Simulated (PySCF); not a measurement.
**Te(2+): excitation energy in x2c-TZVPPall plus 1 even-tempered diffuse shell per l**

Aim: the excitation energy of tellurium from differences of total energies, at each level of theory, and how far each lands from the tabulated value where there is one.

Method: unrestricted determinants in a Gaussian basis, no spin-orbit coupling in the energies. Code: PySCF 2.14.0.

## 1. What is computed

```
Element                                   : tellurium (Z = 52)
Basis                                     : x2c-TZVPPall with one added diffuse shell each of s, p, d, f type (9s7p5d3f, 76 functions)
Hamiltonian                               : scalar relativity by spin-free X2C-1e
State 1                                   : Te(2+): [Kr] 4d10 5s2 5p1 5d1, one real determinant (an excited configuration)
Needed too, but not shown                 : Te(2+) [Kr] 4d10 5s2 5p2 (3P)
Methods                                   : UHF, LDA, PBE, PBE0, r2SCAN, HSE06, LC-wPBE, TPSSh, wB97M-V, MP2
Core shells frozen in the correlated runs : valence: [Kr] 4d10; valence and next inner shell: [Ar] 3d10 (for Te(2+))
```

Outer shells as boxes (Hund's rule):

Te2+ [Kr] 4d10 5s2 5p1 5d1
```
[Kr] core
4d [↑↓][↑↓][↑↓][↑↓][↑↓]
5s [↑↓]
5p [↑ ][  ][  ]
5d [↑ ][  ][  ][  ][  ]
```

One driver process ran all states and methods and kept the integrals in memory. Each run is shown as a PySCF script that sums up its settings (the driver passes frozen orbitals as a list and adds second-order terms of double hybrids); the logs are those of the runs themselves. The driver starts from symmetry-adapted Hartree-Fock orbitals, holds the occupation by maximum overlap and uses a logarithmic radial grid for functionals, so a plain start would take other cycles.

It was started by

```bash
$ OMP_NUM_THREADS=1 python atomrun2.py TASK.json OUT
```

The integrals over 76 functions and the set-up took 1.2 s of CPU time.

## 2. Te(2+) [Kr] 4d10 5s2 5p1 5d1: the ladder of methods

**UHF**

The input, input.py:

```python
from pyscf import gto, scf, dft, mp, cc
import basis_set_exchange as bse
mol = gto.M(atom="Te 0 0 0", charge=2, spin=2, symmetry="D2h",
            basis=gto.basis.parse(bse.get_basis("x2c-TZVPPall", elements=["Te"], fmt="nwchem", header=False, augment_diffuse=1)),
            nucmod="G")
mf = scf.UHF(mol).sfx2c1e()
mf.irrep_nelec = {'Ag': (9, 9), 'B1g': (2, 2), 'B2g': (3, 2), 'B3g': (2, 2), 'B1u': (3, 3), 'B2u': (4, 3), 'B3u': (3, 3)}
mf.kernel()
```

What it wrote:

```text
damping factor = 0
level_shift factor = 0
DIIS = <class 'pyscf.scf.diis.CDIIS'>
diis_start_cycle = 1
diis_space = 10
diis_damp = 0
SCF conv_tol = 1e-09
SCF conv_tol_grad = None
number electrons alpha = 26  beta = 24
cycle= 1 E= -6789.40997041797  delta_E= -0.00257  |g|= 0.0176  |ddm|= 0.0802
cycle= 2 E= -6789.41022231667  delta_E= -0.000252  |g|= 0.00576  |ddm|= 0.0251
cycle= 3 E= -6789.41025461183  delta_E= -3.23e-05  |g|= 0.000364  |ddm|= 0.0123
cycle= 4 E= -6789.41025477495  delta_E= -1.63e-07  |g|= 5.23e-05  |ddm|= 0.00094
cycle= 5 E= -6789.41025477786  delta_E= -2.91e-09  |g|= 1.87e-05  |ddm|= 0.00014
cycle= 6 E= -6789.41025477826  delta_E= -4.04e-10  |g|= 3.8e-06  |ddm|= 6.27e-05
converged SCF energy = -6789.41025477826  <S^2> = 2.0050642  2S+1 = 3.0033742
```

CPU time 7.9 s on a shared host, the integrals not counted.

The occupied shells:

```csv
shell,electrons,mean orbital energy (eV),spread (eV),rms radius (bohr)
1s α,1,-31994.2,0,0.0318
1s β,1,-31994.1,0,0.0318
2s α,1,-5022.7,0,0.130
2s β,1,-5022.7,0,0.130
2p α,3,-4507.3,0.036,0.116
2p β,3,-4507.2,0.077,0.116
3s α,1,-1059.6,0,0.343
3s β,1,-1059.5,0,0.343
3p α,3,-887.51,0.035,0.343
3p β,3,-887.38,0.233,0.343
3d α,5,-626.42,0.224,0.322
3d β,5,-626.35,0.215,0.322
4s α,1,-216.13,0,0.814
4s β,1,-215.85,0,0.814
4p α,3,-160.17,0.014,0.877
4p β,3,-159.84,0.556,0.877
4d α,5,-75.810,0.582,1.04
4d β,5,-75.536,0.666,1.04
5s α,1,-40.212,0,2.10
5s β,1,-37.201,0,2.10
5p α,1,-29.087,0,2.45
5d α,1,-13.786,0,3.90
```

⟨S²⟩ = 2.005, ⟨L²⟩ = 8.02.

Spin-orbit constants on these orbitals (cm⁻¹; bare nucleus, screened nucleus, mean field): 5p 5445, 5236, 5110; 5d 289.7, 234.0, 216.9. To first order in LS coupling the lowest level has J = 2 and lies 0.458 eV below the centre of the term.

⟨L²⟩ = 8.02 against 12 for a pure F term, so this real determinant mixes terms.

**LDA**

Changes to input.py:

```diff
@@ -5,3 +5,3 @@
             nucmod="G")
-mf = scf.UHF(mol).sfx2c1e()
+mf = dft.UKS(mol, xc="LDA,VWN").sfx2c1e()
 mf.irrep_nelec = {'Ag': (9, 9), 'B1g': (2, 2), 'B2g': (3, 2), 'B3g': (2, 2), 'B1u': (3, 3), 'B2u': (4, 3), 'B3u': (3, 3)}
```

What it wrote:

```text
damping factor = 0
level_shift factor = 0
DIIS = <class 'pyscf.scf.diis.CDIIS'>
diis_start_cycle = 1
diis_space = 10
diis_damp = 0
SCF conv_tol = 1e-09
SCF conv_tol_grad = None
number electrons alpha = 26  beta = 24
XC functionals = LDA,VWN
    P. A. M. Dirac.,  Math. Proc. Cambridge Philos. Soc. 26, 376 (1930)
    F. Bloch.,  Z. Phys. 57, 545 (1929)
    S. H. Vosko, L. Wilk, and M. Nusair.,  Can. J. Phys. 58, 1200 (1980)
cycle= 1 E= -6785.85987436754  delta_E= -0.0214  |g|= 0.0633  |ddm|= 0.46
cycle= 2 E= -6785.86007865054  delta_E= -0.000204  |g|= 0.0259  |ddm|= 0.0638
cycle= 3 E= -6785.86014476186  delta_E= -6.61e-05  |g|= 0.00726  |ddm|= 0.0203
cycle= 4 E= -6785.86015299366  delta_E= -8.23e-06  |g|= 0.000153  |ddm|= 0.00769
cycle= 5 E= -6785.86015299984  delta_E= -6.19e-09  |g|= 1.71e-06  |ddm|= 0.000344
cycle= 6 E= -6785.86015299983  delta_E= 8.19e-12  |g|= 1.44e-07  |ddm|= 6.89e-06
converged SCF energy = -6785.86015299983  <S^2> = 2.0003083  2S+1 = 3.0002055
```

It used 0.5 s of CPU time after the integrals (shared host).

**PBE**

Changes to input.py:

```diff
@@ -5,3 +5,3 @@
             nucmod="G")
-mf = dft.UKS(mol, xc="LDA,VWN").sfx2c1e()
+mf = dft.UKS(mol, xc="PBE").sfx2c1e()
 mf.irrep_nelec = {'Ag': (9, 9), 'B1g': (2, 2), 'B2g': (3, 2), 'B3g': (2, 2), 'B1u': (3, 3), 'B2u': (4, 3), 'B3u': (3, 3)}
```

What it wrote:

```text
damping factor = 0
level_shift factor = 0
DIIS = <class 'pyscf.scf.diis.CDIIS'>
diis_start_cycle = 1
diis_space = 10
diis_damp = 0
SCF conv_tol = 1e-09
SCF conv_tol_grad = None
number electrons alpha = 26  beta = 24
XC functionals = PBE
    J. P. Perdew, K. Burke, and M. Ernzerhof.,  Phys. Rev. Lett. 77, 3865 (1996)
    J. P. Perdew, K. Burke, and M. Ernzerhof.,  Phys. Rev. Lett. 78, 1396 (1997)
    J. P. Perdew, K. Burke, and M. Ernzerhof.,  Phys. Rev. Lett. 77, 3865 (1996)
    J. P. Perdew, K. Burke, and M. Ernzerhof.,  Phys. Rev. Lett. 78, 1396 (1997)
cycle= 1 E= -6791.79452689238  delta_E= -0.0138  |g|= 0.0374  |ddm|= 0.38
cycle= 2 E= -6791.79463698997  delta_E= -0.00011  |g|= 0.00627  |ddm|= 0.057
cycle= 3 E= -6791.79464040918  delta_E= -3.42e-06  |g|= 0.00165  |ddm|= 0.00703
cycle= 4 E= -6791.79464078995  delta_E= -3.81e-07  |g|= 0.000138  |ddm|= 0.00156
cycle= 5 E= -6791.7946407942  delta_E= -4.24e-09  |g|= 2.73e-06  |ddm|= 0.000252
cycle= 6 E= -6791.7946407942  delta_E= -5.46e-12  |g|= 2e-07  |ddm|= 7.8e-06
converged SCF energy = -6791.7946407942  <S^2> = 2.0005877  2S+1 = 3.0003918
```

It used 1 s of CPU time after the integrals (shared host).

**PBE0**

Changes to input.py:

```diff
@@ -5,3 +5,3 @@
             nucmod="G")
-mf = dft.UKS(mol, xc="PBE").sfx2c1e()
+mf = dft.UKS(mol, xc="PBE0").sfx2c1e()
 mf.irrep_nelec = {'Ag': (9, 9), 'B1g': (2, 2), 'B2g': (3, 2), 'B3g': (2, 2), 'B1u': (3, 3), 'B2u': (4, 3), 'B3u': (3, 3)}
```

What it wrote:

```text
damping factor = 0
level_shift factor = 0
DIIS = <class 'pyscf.scf.diis.CDIIS'>
diis_start_cycle = 1
diis_space = 10
diis_damp = 0
SCF conv_tol = 1e-09
SCF conv_tol_grad = None
number electrons alpha = 26  beta = 24
XC functionals = PBE0
    C. Adamo and V. Barone.,  J. Chem. Phys. 110, 6158 (1999)
    M. Ernzerhof and G. E. Scuseria.,  J. Chem. Phys. 110, 5029 (1999)
cycle= 1 E= -6791.86689532178  delta_E= -0.00852  |g|= 0.021  |ddm|= 0.285
cycle= 2 E= -6791.86694179836  delta_E= -4.65e-05  |g|= 0.00285  |ddm|= 0.0267
cycle= 3 E= -6791.86694314066  delta_E= -1.34e-06  |g|= 0.00188  |ddm|= 0.00478
cycle= 4 E= -6791.86694363603  delta_E= -4.95e-07  |g|= 8.7e-05  |ddm|= 0.00165
cycle= 5 E= -6791.86694364208  delta_E= -6.05e-09  |g|= 4.25e-06  |ddm|= 0.000241
cycle= 6 E= -6791.86694364211  delta_E= -2.09e-11  |g|= 1.46e-07  |ddm|= 1.52e-05
converged SCF energy = -6791.86694364211  <S^2> = 2.0011759  2S+1 = 3.0007839
```

It used 1.2 s of CPU time after the integrals (shared host).

**r2SCAN**

Changes to input.py:

```diff
@@ -5,3 +5,3 @@
             nucmod="G")
-mf = dft.UKS(mol, xc="PBE0").sfx2c1e()
+mf = dft.UKS(mol, xc="R2SCAN").sfx2c1e()
 mf.irrep_nelec = {'Ag': (9, 9), 'B1g': (2, 2), 'B2g': (3, 2), 'B3g': (2, 2), 'B1u': (3, 3), 'B2u': (4, 3), 'B3u': (3, 3)}
```

What it wrote:

```text
damping factor = 0
level_shift factor = 0
DIIS = <class 'pyscf.scf.diis.CDIIS'>
diis_start_cycle = 1
diis_space = 10
diis_damp = 0
SCF conv_tol = 1e-09
SCF conv_tol_grad = None
number electrons alpha = 26  beta = 24
XC functionals = R2SCAN
    J. W. Furness, A. D. Kaplan, J. Ning, J. P. Perdew, and J. Sun.,  J. Phys. Chem. Lett. 11, 8208-8215 (2020)
    J. W. Furness, A. D. Kaplan, J. Ning, J. P. Perdew, and J. Sun.,  J. Phys. Chem. Lett. 11, 9248-9248 (2020)
    J. W. Furness, A. D. Kaplan, J. Ning, J. P. Perdew, and J. Sun.,  J. Phys. Chem. Lett. 11, 8208-8215 (2020)
    J. W. Furness, A. D. Kaplan, J. Ning, J. P. Perdew, and J. Sun.,  J. Phys. Chem. Lett. 11, 9248-9248 (2020)
cycle= 1 E= -6792.22094285081  delta_E= -0.00983  |g|= 0.0318  |ddm|= 0.268
cycle= 2 E= -6792.22100981164  delta_E= -6.7e-05  |g|= 0.00928  |ddm|= 0.0322
cycle= 3 E= -6792.22101790429  delta_E= -8.09e-06  |g|= 0.00313  |ddm|= 0.00844
cycle= 4 E= -6792.22101943311  delta_E= -1.53e-06  |g|= 0.000156  |ddm|= 0.00297
cycle= 5 E= -6792.2210194493  delta_E= -1.62e-08  |g|= 7.28e-06  |ddm|= 0.000555
cycle= 6 E= -6792.22101944934  delta_E= -4e-11  |g|= 6.37e-07  |ddm|= 2.54e-05
converged SCF energy = -6792.22101944934  <S^2> = 2.0018014  2S+1 = 3.0012007
```

CPU time 2.1 s on a shared host, the integrals not counted.

**HSE06**

Changes to input.py:

```diff
@@ -5,3 +5,3 @@
             nucmod="G")
-mf = dft.UKS(mol, xc="R2SCAN").sfx2c1e()
+mf = dft.UKS(mol, xc="HSE06").sfx2c1e()
 mf.irrep_nelec = {'Ag': (9, 9), 'B1g': (2, 2), 'B2g': (3, 2), 'B3g': (2, 2), 'B1u': (3, 3), 'B2u': (4, 3), 'B3u': (3, 3)}
```

What it wrote:

```text
damping factor = 0
level_shift factor = 0
DIIS = <class 'pyscf.scf.diis.CDIIS'>
diis_start_cycle = 1
diis_space = 10
diis_damp = 0
SCF conv_tol = 1e-09
SCF conv_tol_grad = None
number electrons alpha = 26  beta = 24
XC functionals = HSE06
    J. Heyd, G. E. Scuseria, and M. Ernzerhof.,  J. Chem. Phys. 118, 8207 (2003)
    J. Heyd, G. E. Scuseria, and M. Ernzerhof.,  J. Chem. Phys. 124, 219906 (2006)
    A. V. Krukau, O. A. Vydrov, A. F. Izmaylov, and G. E. Scuseria.,  J. Chem. Phys. 125, 224106 (2006)
cycle= 1 E= -6791.78908688721  delta_E= -0.00822  |g|= 0.0228  |ddm|= 0.299
cycle= 2 E= -6791.78913078614  delta_E= -4.39e-05  |g|= 0.00209  |ddm|= 0.0313
cycle= 3 E= -6791.78913127923  delta_E= -4.93e-07  |g|= 8.25e-05  |ddm|= 0.00314
cycle= 4 E= -6791.78913128508  delta_E= -5.85e-09  |g|= 6.47e-06  |ddm|= 0.000179
cycle= 5 E= -6791.78913128509  delta_E= -1.82e-11  |g|= 4.46e-06  |ddm|= 1.77e-05
converged SCF energy = -6791.78913128509  <S^2> = 2.0010734  2S+1 = 3.0007155
```

CPU time 3 s on a shared host, the integrals not counted.

**LC-wPBE**

Changes to input.py:

```diff
@@ -5,3 +5,3 @@
             nucmod="G")
-mf = dft.UKS(mol, xc="HSE06").sfx2c1e()
+mf = dft.UKS(mol, xc="LC_WPBE").sfx2c1e()
 mf.irrep_nelec = {'Ag': (9, 9), 'B1g': (2, 2), 'B2g': (3, 2), 'B3g': (2, 2), 'B1u': (3, 3), 'B2u': (4, 3), 'B3u': (3, 3)}
```

What it wrote:

```text
damping factor = 0
level_shift factor = 0
DIIS = <class 'pyscf.scf.diis.CDIIS'>
diis_start_cycle = 1
diis_space = 10
diis_damp = 0
SCF conv_tol = 1e-09
SCF conv_tol_grad = None
number electrons alpha = 26  beta = 24
XC functionals = LC_WPBE
    O. A. Vydrov and G. E. Scuseria.,  J. Chem. Phys. 125, 234109 (2006)
cycle= 1 E= -6791.71813225667  delta_E= -0.0126  |g|= 0.0349  |ddm|= 0.285
cycle= 2 E= -6791.71841885648  delta_E= -0.000287  |g|= 0.00852  |ddm|= 0.0474
cycle= 3 E= -6791.71844668253  delta_E= -2.78e-05  |g|= 0.00315  |ddm|= 0.0111
cycle= 4 E= -6791.71845235682  delta_E= -5.67e-06  |g|= 0.000732  |ddm|= 0.00525
cycle= 5 E= -6791.71845327502  delta_E= -9.18e-07  |g|= 0.000102  |ddm|= 0.00304
cycle= 6 E= -6791.71845330348  delta_E= -2.85e-08  |g|= 1.12e-05  |ddm|= 0.000688
cycle= 7 E= -6791.7184533037  delta_E= -2.2e-10  |g|= 8.09e-07  |ddm|= 4.9e-05
converged SCF energy = -6791.7184533037  <S^2> = 2.002116  2S+1 = 3.0014103
```

CPU time 2.5 s on a shared host, the integrals not counted.

**TPSSh**

Changes to input.py:

```diff
@@ -5,3 +5,3 @@
             nucmod="G")
-mf = dft.UKS(mol, xc="LC_WPBE").sfx2c1e()
+mf = dft.UKS(mol, xc="TPSSH").sfx2c1e()
 mf.irrep_nelec = {'Ag': (9, 9), 'B1g': (2, 2), 'B2g': (3, 2), 'B3g': (2, 2), 'B1u': (3, 3), 'B2u': (4, 3), 'B3u': (3, 3)}
```

What it wrote:

```text
damping factor = 0
level_shift factor = 0
DIIS = <class 'pyscf.scf.diis.CDIIS'>
diis_start_cycle = 1
diis_space = 10
diis_damp = 0
SCF conv_tol = 1e-09
SCF conv_tol_grad = None
number electrons alpha = 26  beta = 24
XC functionals = TPSSH
    V. N. Staroverov, G. E. Scuseria, J. Tao, and J. P. Perdew.,  J. Chem. Phys. 119, 12129 (2003)
cycle= 1 E= -6791.94283849014  delta_E= -0.00994  |g|= 0.0334  |ddm|= 0.294
cycle= 2 E= -6791.94289969145  delta_E= -6.12e-05  |g|= 0.00906  |ddm|= 0.0349
cycle= 3 E= -6791.94290658181  delta_E= -6.89e-06  |g|= 0.00299  |ddm|= 0.00737
cycle= 4 E= -6791.94290792634  delta_E= -1.34e-06  |g|= 4.73e-05  |ddm|= 0.00279
cycle= 5 E= -6791.94290792761  delta_E= -1.27e-09  |g|= 3.31e-06  |ddm|= 0.000129
cycle= 6 E= -6791.94290792762  delta_E= -3.64e-12  |g|= 3.03e-07  |ddm|= 8.39e-06
converged SCF energy = -6791.94290792762  <S^2> = 2.0009503  2S+1 = 3.0006335
```

It used 2 s of CPU time after the integrals (shared host).

**wB97M-V**

Changes to input.py:

```diff
@@ -5,3 +5,3 @@
             nucmod="G")
-mf = dft.UKS(mol, xc="TPSSH").sfx2c1e()
+mf = dft.UKS(mol, xc="WB97M_V").sfx2c1e()
 mf.irrep_nelec = {'Ag': (9, 9), 'B1g': (2, 2), 'B2g': (3, 2), 'B3g': (2, 2), 'B1u': (3, 3), 'B2u': (4, 3), 'B3u': (3, 3)}
```

What it wrote:

```text
damping factor = 0
level_shift factor = 0
DIIS = <class 'pyscf.scf.diis.CDIIS'>
diis_start_cycle = 1
diis_space = 10
diis_damp = 0
SCF conv_tol = 1e-09
SCF conv_tol_grad = None
number electrons alpha = 26  beta = 24
XC functionals = WB97M_V
    N. Mardirossian and M. Head-Gordon.,  J. Chem. Phys. 144, 214110 (2016)
NLC functional = WB97M_V
cycle= 1 E= -6791.76089554735  delta_E= -0.00662  |g|= 0.0214  |ddm|= 0.209
cycle= 2 E= -6791.76102711945  delta_E= -0.000132  |g|= 0.00425  |ddm|= 0.032
cycle= 3 E= -6791.76103546292  delta_E= -8.34e-06  |g|= 0.00171  |ddm|= 0.00649
cycle= 4 E= -6791.76103666439  delta_E= -1.2e-06  |g|= 0.000354  |ddm|= 0.00261
cycle= 5 E= -6791.76103678167  delta_E= -1.17e-07  |g|= 3.6e-05  |ddm|= 0.00101
cycle= 6 E= -6791.76103678475  delta_E= -3.07e-09  |g|= 3.27e-06  |ddm|= 0.000206
cycle= 7 E= -6791.76103678476  delta_E= -1.55e-11  |g|= 2.34e-07  |ddm|= 1.47e-05
converged SCF energy = -6791.76103678476  <S^2> = 2.0011689  2S+1 = 3.0007792
```

CPU time 3.7 s on a shared host, the integrals not counted.

## 3. Te(2+) [Kr] 4d10 5s2 5p1 5d1, continued

**MP2 (valence)**

Changes to input.py since step 2:

```diff
@@ -5,4 +5,5 @@
             nucmod="G")
-mf = dft.UKS(mol, xc="WB97M_V").sfx2c1e()
+mf = scf.UHF(mol).sfx2c1e()
 mf.irrep_nelec = {'Ag': (9, 9), 'B1g': (2, 2), 'B2g': (3, 2), 'B3g': (2, 2), 'B1u': (3, 3), 'B2u': (4, 3), 'B3u': (3, 3)}
 mf.kernel()
+mp.UMP2(mf, frozen=23).kernel()
```

No log was kept for this step.

CPU time 0.1 s on a shared host, the integrals not counted.

With 4 electrons correlated, the MP2 correlation energy is -0.05928 hartree (-0.00999 same spin, -0.04929 opposite spin); the SCS form gives -0.06248. Largest pairs of shells: 5s-5d -0.0216, 5s-5s -0.0188, 5s-5p -0.0149, 5p-5d -0.0040, 5p-5p 0.0000.

**MP2 (valence and next inner shell)**

Changes to input.py:

```diff
@@ -8,2 +8,2 @@
 mf.kernel()
-mp.UMP2(mf, frozen=23).kernel()
+mp.UMP2(mf, frozen=14).kernel()
```

No log was kept for this step.

It used 0.16 s of CPU time after the integrals (shared host).

With 22 electrons correlated, the MP2 correlation energy is -0.51304 hartree (-0.18197 same spin, -0.33107 opposite spin); the SCS form gives -0.45794. Largest pairs of shells: 4d-4d -0.2329, 4d-5s -0.0737, 4p-4d -0.0577, 4p-4p -0.0235, 5s-5d -0.0216.

Radial density 4πr²ρ of Te(2+) at UHF, without picture-change correction:

```csv
r (bohr),density,spin density
0.000396,0.596,0.000
0.000666,1.38,0.000
0.00112,3.18,0.000
0.00189,7.07,0.000
0.00317,15.0,0.000
0.00533,29.2,0.000
0.00897,49.4,0.000
0.0151,66.2,0.001
0.0254,64.3,0.007
0.0427,59.1,0.020
0.0718,82.9,0.022
0.121,72.9,0.004
0.203,66.7,0.052
0.342,52.8,0.005
0.575,23.4,0.136
0.967,19.8,0.002
1.63,4.23,0.502
2.74,1.25,0.716
4.60,0.194,0.185
7.74,0.0148,0.015
13.0,3.31e-05,0.000
```

## 4. The energy differences

Excitation energy: Te(2+) [Kr] 4d10 5s2 5p2 (3P) → Te(2+) [Kr] 4d10 5s2 5p1 5d1 (high-spin determinant).

```csv
method,value (eV)
UHF,13.220
LDA,12.328
PBE,12.120
PBE0,12.489
r2SCAN,12.596
HSE06,12.450
LC-wPBE,13.012
TPSSh,12.403
wB97M-V,12.663
MP2 (valence),12.835
SCS-MP2 (valence),12.821
MP2 (valence and next inner shell),12.861
SCS-MP2 (valence and next inner shell),12.816
```

A first-order spin-orbit estimate (lowest level to lowest level, LS coupling) adds 0.138 eV. The determinant of Te2+ mixes LS terms, which raises its energy at the Hartree-Fock and MP2 levels.

The differences also use runs on Te(2+) [Kr] 4d10 5s2 5p2 (3P), which are not shown here.

## 5. Results

| quantity | value |
| --- | --- |
| excitation energy, Te(2+) → [Kr] 4d10 5s2 5p1 5d1 | UHF 13.220, MP2 (valence and next inner shell) 12.861 eV |

The methods span 1.100 eV, from PBE (12.120) to UHF (13.220). No reference value is at hand in this session. All values hold for this basis alone; no basis-set limit was taken.
